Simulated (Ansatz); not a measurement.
# NbTe (P-6m2) in Ansatz: a series of runs

One crystal, NbTe, is run at these levels: PBEsol+D3(BJ), PBEsol+D4, RPBE+D3(BJ); tasks: relaxation of cell and atoms.

All numbers are computed with Ansatz 0.2.0; they aren't measurements. Logs are shortened: lines on timing, memory, paths and dates and some standing lists are left out, and cuts for length are marked.

**1. Starting point**

It takes space group P-6m2 (No. 187, hexagonal). Conventional cell: a = 3.703 Å, b = 3.703 Å, c = 3.694 Å, α = 90.00°, β = 90.00°, γ = 120.00°. Te (site symmetry -6m2) has 6 Nb at 2.83 Å as nearest neighbours. Nb (site symmetry -6m2) is surrounded by 6 Te at 2.83 Å.

The cell comes from a database or a generator and needn't be the stable form of this composition.

**2. Relaxation of cell and atoms, PBEsol+D3(BJ)**

Input file input.yaml:

```yaml
crystal:
  lattice:
    - [3.7029743866, 0.0, 0.0]
    - [-1.8514871933, 3.2068698884, 0.0]
    - [0.0, 0.0, 3.694211]
  atoms:
    - { symbol: Te, position: [0.6666666667, 0.3333333333, 0.0] }
    - { symbol: Nb, position: [0.0, 0.0, 0.5] }
hamiltonian:
  xc: pbesol
  pseudopotentials: { kind: paw }
  dispersion: d3bj
kpoints:
  mp_grid: { grid: [8, 8, 7] }
scf:
  occupations: { method: fermi_dirac, width: 0.05 }
output:
  forces: true
  stress: true
  eigenvalues: true
  write_density: true
  write_potential: true
  elf: true
  volumetric_format: npy
relax:
  f_tol: 0.01
  max_steps: 40
  cell: { stress_tol: 0.05 }
```

Potentials or basis: Ansatz PAW.

Launch:

```
ansatz run input.yaml --threads 2 --pin off --max-ram 5632MiB --backend cpu --events-out ev --progress --plain --runs-dir out
```

Log:

```text
Warning: RAYON_NUM_THREADS=2 ignored (pool sized by the plan → 2); use --threads N
Engine: ansatz 0.2.0, aarch64-unknown-linux-gnu
Pseudopotentials: kind: paw
Pseudopotential: Te, paw, valence charge 16, recommended cutoff 420 eV (normal), Te.paw.azcp
Pseudopotential: Nb, paw, valence charge 13, recommended cutoff 420 eV (normal), Nb.paw.azcp
Functional definition: PBEsol
  exchange = pbesol_x
  correlation = pbesol_c
Crystal: 2 atoms, lattice volume = 43.869 Å³
Basis set: ecut = 420 eV, 865 PW (Γ), exchange–correlation on 50×50×50 points (8 copies of the dense FFT grid, shifted against one another)
Bands: 19, of which v1, the nominal top of the filled ones, is band 15 counted from 1 (14 counted from 0)
Symmetry: 12 space group operations
Space group: P-6m2 (ITA 187), of the structure as read, at distance tolerance 3.5e-5 Å
k-points: 40 of 448 (time reversal used)
Non-local potential: Te, projectors of the file, l = 0: 2, l = 1: 2, l = 2: 2, l = 3: 2
Non-local potential: Nb, projectors of the file, l = 0: 3, l = 1: 2, l = 2: 2, l = 3: 1
PAW form: soft (Blöchl's): semilocal exchange-correlation on the pseudo side does not see the compensation charge
PAW frozen core: Te, regenerated for the run's functional, and the local potential with it (the file was generated under x = pbe(κ = 0.804, μ = 0.2195149727645171), c = pbe(β = 0.06672455060314922))
PAW frozen core: Nb, regenerated for the run's functional, and the local potential with it (the file was generated under x = pbe(κ = 0.804, μ = 0.2195149727645171), c = pbe(β = 0.06672455060314922))
PAW one-centre angular grid: Te, 590 points (default); XC on 64 Gauss nodes
PAW one-centre angular grid: Nb, 590 points (default); XC on 64 Gauss nodes
Initial density: superposition of atomic densities (neutral atoms: chi_scale 0, normalization atom), corrected by the library's trained network
Initial wavefunctions: pseudopotential atomic-orbital guess
Functional: x = pbesol(κ = 0.804, μ = 0.12345679012345678), c = pbesol(β = 0.046)
SCF iter   1: F=—  HF=-11398.615105 eV  |F-HF|=—  |Δ(HF+E_count)|=         —  Δρ=7.33e-3  dr2=1.12e-2  ethr=1.77e-3  ⟨swp⟩=6.0  Hψ=3929  notcnv=0
preconditioner: auto → none  [metal: Δε(μ)=0.062 eV  Ē_g=7.578 eV  σ=0.050 eV  W_gap=0.28  n_scr=8 (ndim 8)  ℏωp=18.6 eV  f_vac=0.000  D(μ)=1.34/eV (n_scr^D=8)  sad-step TF]
SCF iter   2: F=—  HF=-11398.613824 eV  |F-HF|=—  |Δ(HF+E_count)|=   1.28e-3  Δρ=4.33e-3  dr2=4.57e-3  ethr=3.86e-5  ⟨swp⟩=1.3  Hψ=1102  notcnv=0
SCF iter   3: F=—  HF=-11398.613339 eV  |F-HF|=—  |Δ(HF+E_count)|=   4.85e-4  Δρ=2.92e-4  dr2=1.98e-5  ethr=1.57e-5  ⟨swp⟩=2.2  Hψ=1027  notcnv=0
SCF iter   4: F=—  HF=-11398.613321 eV  |F-HF|=—  |Δ(HF+E_count)|=   1.76e-5  Δρ=7.40e-5  dr2=2.90e-6  ethr=6.81e-8  ⟨swp⟩=2.0  Hψ=1348  notcnv=0
iter 5 did not close the SCF: its close was put off for the readings that it lacked (scf_convergence_deferred on its scf_iter line)
SCF iter   5: F=-11398.613320 eV  HF=-11398.613320 eV  |F-HF|=7.61e-9  |Δ(HF+E_count)|=   4.84e-7  Δρ=1.29e-5  dr2=3.44e-8  ethr=1.00e-8  ⟨swp⟩=2.8  Hψ=1324  notcnv=0
SCF iter   6: F=-11398.613320 eV  HF=-11398.613320 eV  |F-HF|=2.55e-10  |Δ(HF+E_count)|=   3.95e-9  Δρ=2.74e-6  dr2=1.16e-9  ethr=1.19e-10  ⟨swp⟩=7.0  Hψ=4962  notcnv=0
SCF 1 converged in 6 iterations: F = -11398.613320 eV  dr2 = 1.16e-9
relax step   1: F+E_penalty+E_count = -11398.61332047 eV  Δ(F+E_penalty+E_count) = +0.000e0 eV  max|allowed force component| = 1.850e-17 eV/Å  Δτ_max = 0.0000 Å  P = -9.921 GPa  Ω = 43.869 Å³  (6 SCF iters, dr2 threshold 1.00e-7 eV, accepted)
Crystal: 2 atoms, lattice volume = 38.097 Å³
Basis set: ecut = 420 eV, 761 PW (Γ), exchange–correlation on 50×50×50 points (8 copies of the dense FFT grid, shifted against one another)
Initial density: handed on by an earlier stage of this run
Initial wavefunctions: those handed on with the density
iter 1 solved again at ethr=1.39e-4 eV; its pass at ethr=3.10e-3 eV (dr2=4.02e-2 eV) is discarded
SCF iter   1: F=—  HF=-11398.669532 eV  |F-HF|=—  |Δ(HF+E_count)|=         —  Δρ=7.79e-3  dr2=4.10e-2  ethr=1.39e-4  ⟨swp⟩=1.1  Hψ=4450  notcnv=0
preconditioner: auto → none  [metal: Δε(μ)=0.115 eV  Ē_g=8.461 eV  σ=0.050 eV  W_gap=0.49  n_scr=8 (ndim 8)  ℏωp=20.0 eV  f_vac=0.000  D(μ)=1.07/eV (n_scr^D=8)]
SCF iter   2: F=—  HF=-11398.660041 eV  |F-HF|=—  |Δ(HF+E_count)|=   9.49e-3  Δρ=2.56e-3  dr2=3.49e-3  ethr=1.39e-4  ⟨swp⟩=2.0  Hψ=1070  notcnv=0
SCF iter   3: F=—  HF=-11398.659374 eV  |F-HF|=—  |Δ(HF+E_count)|=   6.67e-4  Δρ=3.83e-4  dr2=3.72e-5  ethr=1.20e-5  ⟨swp⟩=2.0  Hψ=933  notcnv=0
SCF iter   4: F=—  HF=-11398.659386 eV  |F-HF|=—  |Δ(HF+E_count)|=   1.21e-5  Δρ=8.07e-5  dr2=1.21e-6  ethr=1.28e-7  ⟨swp⟩=2.4  Hψ=1188  notcnv=0
iter 5 did not close the SCF: its close was put off for the readings that it lacked (scf_convergence_deferred on its scf_iter line)
SCF iter   5: F=-11398.659387 eV  HF=-11398.659387 eV  |F-HF|=2.70e-8  |Δ(HF+E_count)|=   9.39e-7  Δρ=1.60e-5  dr2=8.45e-8  ethr=4.18e-9  ⟨swp⟩=2.1  Hψ=996  notcnv=0
SCF iter   6: F=-11398.659387 eV  HF=-11398.659387 eV  |F-HF|=1.09e-11  |Δ(HF+E_count)|=   6.74e-9  Δρ=1.74e-6  dr2=5.70e-10  ethr=2.92e-10  ⟨swp⟩=6.0  Hψ=4582  notcnv=0
SCF 2 converged in 6 iterations: F = -11398.659387 eV  dr2 = 5.70e-10
[... 14 lines left out ...]
Crystal: 2 atoms, lattice volume = 40.402 Å³
Basis set: ecut = 420 eV, 775 PW (Γ), exchange–correlation on 50×50×50 points (8 copies of the dense FFT grid, shifted against one another)
iter 1 solved again at ethr=9.61e-7 eV; its pass at ethr=3.10e-3 eV (dr2=2.79e-4 eV) is discarded
[... 12 lines left out ...]
Basis set: ecut = 420 eV, 763 PW (Γ), exchange–correlation on 50×50×50 points (8 copies of the dense FFT grid, shifted against one another)
iter 1 solved again at ethr=1.89e-7 eV; its pass at ethr=3.10e-3 eV (dr2=5.49e-5 eV) is discarded
SCF iter   1: F=—  HF=-11398.732979 eV  |F-HF|=—  |Δ(HF+E_count)|=         —  Δρ=3.12e-4  dr2=6.00e-5  ethr=1.89e-7  ⟨swp⟩=3.2  Hψ=4505  notcnv=0
preconditioner: auto → none  [insulator: Δε(μ)=0.126 eV  Ē_g=8.100 eV  σ=0.050 eV  W_gap=0.56  n_scr=8 (ndim 8)  ℏωp=19.4 eV  f_vac=0.000  D(μ)=0.95/eV (n_scr^D=8)  ε∞_Penn≈6.7]
SCF iter   2: F=—  HF=-11398.732950 eV  |F-HF|=—  |Δ(HF+E_count)|=   2.95e-5  Δρ=9.37e-5  dr2=3.95e-6  ethr=1.89e-7  ⟨swp⟩=2.0  Hψ=943  notcnv=0
iter 3 did not close the SCF: its close was put off for the readings that it lacked (scf_convergence_deferred on its scf_iter line)
SCF iter   3: F=-11398.732949 eV  HF=-11398.732949 eV  |F-HF|=3.48e-8  |Δ(HF+E_count)|=   7.69e-7  Δρ=2.53e-5  dr2=1.60e-7  ethr=1.36e-8  ⟨swp⟩=2.0  Hψ=929  notcnv=0
iter 4 did not close the SCF: its close was put off for the readings that it lacked (scf_convergence_deferred on its scf_iter line)
SCF iter   4: F=-11398.732949 eV  HF=-11398.732949 eV  |F-HF|=1.11e-9  |Δ(HF+E_count)|=   1.14e-9  Δρ=4.07e-6  dr2=2.45e-9  ethr=5.53e-10  ⟨swp⟩=2.3  Hψ=1090  notcnv=0
iter 5 did not close the SCF: its close was put off for the readings that it lacked (scf_convergence_deferred on its scf_iter line)
SCF iter   5: F=-11398.732949 eV  HF=-11398.732949 eV  |F-HF|=3.64e-12  |Δ(HF+E_count)|=   1.19e-9  Δρ=6.09e-7  dr2=6.94e-11  ethr=8.46e-12  ⟨swp⟩=2.5  Hψ=1209  notcnv=0
SCF iter   6: F=-11398.732949 eV  HF=-11398.732949 eV  |F-HF|=1.82e-12  |Δ(HF+E_count)|=  2.00e-11  Δρ=5.63e-8  dr2=6.12e-13  ethr=1.00e-12  ⟨swp⟩=5.0  Hψ=3536  notcnv=0
SCF 5 converged in 6 iterations: F = -11398.732949 eV  dr2 = 6.12e-13
relax step   5: F+E_penalty+E_count = -11398.73294885 eV  Δ(F+E_penalty+E_count) = -3.378e-4 eV  max|allowed force component| = 1.388e-17 eV/Å  Δτ_max = 0.0000 Å  P = -0.010 GPa  Ω = 40.309 Å³  energy of the carried Pulay correction = +6.630e-4 eV  (6 SCF iters, dr2 threshold 2.00e-7 eV, accepted)
Basis set: ecut = 420 eV, 763 PW (Γ), exchange–correlation on 48×48×50 points (8 copies of the dense FFT grid, shifted against one another)
Initial wavefunctions: pseudopotential atomic-orbital guess (no wavefunctions were taken with the density)
iter 1 solved again at ethr=1.19e-7 eV; its pass at ethr=3.10e-3 eV (dr2=3.45e-5 eV) is discarded
SCF iter   1: F=—  HF=-11398.732255 eV  |F-HF|=—  |Δ(HF+E_count)|=         —  Δρ=9.48e-5  dr2=4.88e-7  ethr=1.19e-7  ⟨swp⟩=3.0  Hψ=5802  notcnv=0
preconditioner: auto → none  [insulator: Δε(μ)=0.126 eV  Ē_g=8.101 eV  σ=0.050 eV  W_gap=0.56  n_scr=8 (ndim 8)  ℏωp=19.4 eV  f_vac=0.000  D(μ)=0.96/eV (n_scr^D=8)  ε∞_Penn≈6.7]
SCF iter   2: F=—  HF=-11398.732249 eV  |F-HF|=—  |Δ(HF+E_count)|=   6.02e-6  Δρ=4.51e-5  dr2=1.06e-7  ethr=1.68e-9  ⟨swp⟩=2.0  Hψ=1216  notcnv=0
SCF iter   3: F=—  HF=-11398.732249 eV  |F-HF|=—  |Δ(HF+E_count)|=   9.44e-8  Δρ=7.19e-6  dr2=3.09e-9  ethr=3.64e-10  ⟨swp⟩=2.1  Hψ=1260  notcnv=0
SCF iter   4: F=—  HF=-11398.732249 eV  |F-HF|=—  |Δ(HF+E_count)|=   4.13e-9  Δρ=1.07e-6  dr2=1.53e-10  ethr=1.07e-11  ⟨swp⟩=2.0  Hψ=1323  notcnv=0
iter 5 did not close the SCF: its close was put off for the readings that it lacked (scf_convergence_deferred on its scf_iter line)
SCF iter   5: F=-11398.732249 eV  HF=-11398.732249 eV  |F-HF|=7.28e-12  |Δ(HF+E_count)|=  6.91e-11  Δρ=1.01e-7  dr2=4.78e-12  ethr=1.00e-12  ⟨swp⟩=1.2  Hψ=781  notcnv=0
SCF iter   6: F=-11398.732249 eV  HF=-11398.732249 eV  |F-HF|=1.82e-12  |Δ(HF+E_count)|=  1.82e-12  Δρ=1.69e-8  dr2=7.92e-14  ethr=1.00e-12  ⟨swp⟩=4.2  Hψ=3117  notcnv=0
SCF 6 converged in 6 iterations: F = -11398.732249 eV  dr2 = 7.92e-14
relax step   6: F+E_penalty+E_count = -11398.73224871 eV  Δ(F+E_penalty+E_count) = +7.001e-4 eV  max|allowed force component| = 1.850e-17 eV/Å  Δτ_max = 0.0000 Å  P = -0.009 GPa  Ω = 40.309 Å³  stress off target by 1.09e-2 GPa  SCF on the basis re-selected at this cell (its energy is not comparable with the rows above)  (6 SCF iters)
basis re-selected at this cell: Δ(F+E_penalty+E_count) = +7.001e-4 eV, ΔP = +0.002 GPa vs the last step (what re-selecting the basis moved, of the pressure what is left beyond the Pulay correction that the steps carried, after the strain that the cell walked since its last selection, with what the two solves' SCF thresholds leave and, on support functions, any second-order correction that the steps lacked; it is no measure of the basis error at this ecutwfc). The dense FFT grid was sized anew with the basis: this SCF ran on 24×24×25 points, the steps before it on 25×25×25, so part of this shift can come from that change (see relax.cell in the input reference). This SCF's stress stands 1.09e-2 GPa from its target on what of the cell is left free (relax.cell.stress_tol is 5.00e-2 GPa) and its largest allowed force component is 1.85e-17 eV/Å (relax.f_tol is 1.00e-2 eV/Å): within both
SCF converged after 6 iterations
Free energy (F): -11398.732249 eV
Harris-Foulkes:  -11398.732249 eV  (|F-HF|=1.82e-12)
Internal energy: -11398.723813 eV  (E = F + TS)
E sigma→0 (E₀):  -11398.728031 eV
Entropy (-TS):   -0.008436 eV (-4.218 meV/atom)
Fermi energy:    17.444003 eV
--- Per-component energies (eV) ---
  E_band       = -236.440313
  E_kinetic    = 580.613199
  E_local      = -1599.448893  (includes V_loc(G=0)·N_el)
  E_nonlocal   = -183.884231
  E_hartree    = 888.620699
  E_xc         = -299.798801
  E_vxc        = -319.446528  (∫ρ·V_xc dr)
  E_paw        = -7604.496530  (= ΣΔE_a)
  E_vpaw       = -491.515042  (= ΣTr[D̂ρ^β])
  E_aug_tail   = -0.000216  (compensation charges beyond the density's cutoff)
  E_ewald      = -3179.527248
  E_disp       = -1.365316  (pairwise vdW)
  E_core_change = 0.563524  (= ΣΔE_core)
  E_smearing   = -0.008436  (= −TS)
  E_closure    = 0.000000  (closes the sum)
  Σ components = -11398.732249   (vs F -11398.732249, Δ=0.00e0)
--- Forces (eV/Å), atoms counted from 1 ---
  atom   1  Te     0.00000000     0.00000000     0.00000000
  atom   2  Nb    -0.00000000    -0.00000000     0.00000000
  max |Σ_I F_I| component: 3.70e-17 eV/Å
--- Stress (GPa, compression-positive) ---
       -0.007435       0.000000       0.000000
        0.000000      -0.007435       0.000000
        0.000000       0.000000      -0.010917
  P = ⅓ Tr σ = -0.0086 GPa (-0.086 kbar)
--- Band table (eV; the first three rows and the last of 40) ---
  k-point 0: bands = ["-37.9361", "-20.6992", "-20.6992", "-20.6858", "-20.6858", "-20.6851", "-14.2236", "-13.9617", "-13.9617", "2.5996", "14.0082", "14.2366", "14.2366", "14.8434", "17.5734", "17.5734", "20.2168", "20.2168", "20.9171"]
  k-point 1: bands = ["-37.9349", "-20.6987", "-20.6987", "-20.6874", "-20.6874", "-20.6823", "-14.2517", "-13.9590", "-13.9590", "2.8229", "12.7111", "14.3611", "14.3611", "15.6407", "17.1222", "17.1222", "20.4619", "20.4619", "21.3621"]
  k-point 2: bands = ["-37.9320", "-20.6976", "-20.6976", "-20.6908", "-20.6908", "-20.6760", "-14.3140", "-13.9528", "-13.9528", "3.4031", "10.9065", "14.6414", "14.6414", "16.5237", "16.5237", "16.7081", "20.1451", "20.1451", "22.1227"]
  k-point 39: bands = ["-37.9145", "-20.7052", "-20.6949", "-20.6893", "-20.6821", "-20.6598", "-14.2870", "-14.1114", "-14.0397", "5.0301", "10.7213", "11.4856", "12.6121", "16.0109", "18.6395", "19.4410", "19.9959", "20.2203", "21.1905"]
--- Relaxed structure (5 steps of the walk, 5 accepted, 1 SCFs on fresh bases) ---
  F+E_penalty+E_count = -11398.73224871 eV   max|allowed force component| = 1.850e-17 eV/Å   (the final SCF, on the basis selected at the relaxed cell)
  cell:  # Å, volume = 40.3093 Å³
    - [3.568435622426008, 5.39231611861752e-34, 0.0]
    - [-1.784217811213004, 3.090355900790258, 0.0]
    - [0.0, 0.0, 3.6552653598277582]
  atoms:
    - { symbol: Te, position: [0.6666666666666666, 0.33333333333333326, 0.0] }
    - { symbol: Nb, position: [-2.7755575615628914e-17, -7.206765518112891e-34, 0.49999999999999994] }
```

Wall time 9.6 s (2 threads of Arm Neoverse V2, shared host); peak memory 0.35 GiB.

What came out:

| Item | Value |
| --- | --- |
| Free energy | -11398.7322 eV |
| Relaxed volume | 20.15 Å³/atom |
| Relaxed cell | a = 3.568 Å, b = 3.568 Å, c = 3.655 Å, α = 90.00°, β = 90.00°, γ = 120.00° |
| Space group after relaxing (to 0.05 Å) | P-6m2 (No. 187) |
| Energy gained by relaxing | 59.5 meV/atom |
| Ionic steps | 6 |
| Pressure after relaxing | 0.0 GPa |
| Band gap on the k mesh | none (metal or under the smearing width) |

The path:
```csv
step,energy change (eV),largest force (eV/Å),volume (Å³)
1,0.0000,0.0000,43.87
2,-0.0461,0.0000,38.10
3,-0.1165,0.0000,40.54
4,-0.1193,0.0000,40.40
5,-0.1196,0.0000,40.31
6,-0.1189,0.0000,40.31
```

Final structure:
```
Te Nb
1.0
     3.56844    0.00000    0.00000
    -1.78422    3.09036    0.00000
     0.00000    0.00000    3.65527
Te Nb
1 1
Cartesian
  1.7842 1.0301 0.0000
  0.0000 0.0000 1.8276
```

Caveat: the plane-wave basis is chosen anew once the cell has moved, so the energies of steps on either side of that aren't comparable; pairwise dispersion overbinds metals, which lowers pressure and volume; the PAW data sets come from PBE, with cores solved anew for the run's functional, which leaves a small shift of forces and pressure. The run has no spin-orbit coupling, so splittings on Te are missing.

(Continued in part 2 of 2.)
